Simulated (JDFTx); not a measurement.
MnS, 2 atoms in the cell. It takes space group Fm-3m (No. 225, cubic). The conventional cell has a = 5.209 Å, b = 5.209 Å, c = 5.209 Å, α = 90.00°, β = 90.00°, γ = 90.00°. Mn (site symmetry m-3m) is surrounded by 6 S at 2.60 Å. S (site symmetry m-3m) is surrounded by 6 Mn at 2.60 Å. 

| Property | Result |
| --- | --- |
| Program | JDFTx 1.7.0 (patched build) |
| Task | relaxation of cell and atoms |
| Functional | LDA |
| Potentials or basis | PseudoDojo-SR-PBE-0.5-standard with smoothed tails |
| Cutoff | 1306 eV |
| Density cutoff | 10449 eV |
| k mesh | 4 × 4 × 4 |
| Occupations | fermi-dirac, width 0.05 eV |
| Spin | collinear spin, ferromagnetic start |
| Starting moments | [4.0, 0.0] μB |
| Local potential set to -Z/r beyond | 6 bohr |
| Density cutoff over wavefunction cutoff | 8 |
| Max SCF steps | 100 |
| SCF threshold on the energy | 1e-09 Ha |
| Solver of the electrons | scf |
| Further solve for the empty bands | no |

Potentials or basis: PseudoDojo-SR-PBE-0.5-standard with smoothed tails.

Launch:

```console
$ jdftx -c 1 -i MnS.in -o MnS.out
```

Hardware: 1 thread of Intel(R) Xeon(R) 6975P-C (Granite Rapids), on a shared host.

Question: How long does it take, and how much memory?

Answer: Run time: 2.8 min on 1 thread of Intel(R) Xeon(R) 6975P-C (Granite Rapids), with other jobs on the host, peak memory 0.19 GiB. Counts: scf iterations 65, bands 19, k points 8, plane waves 3784, ion steps 7.
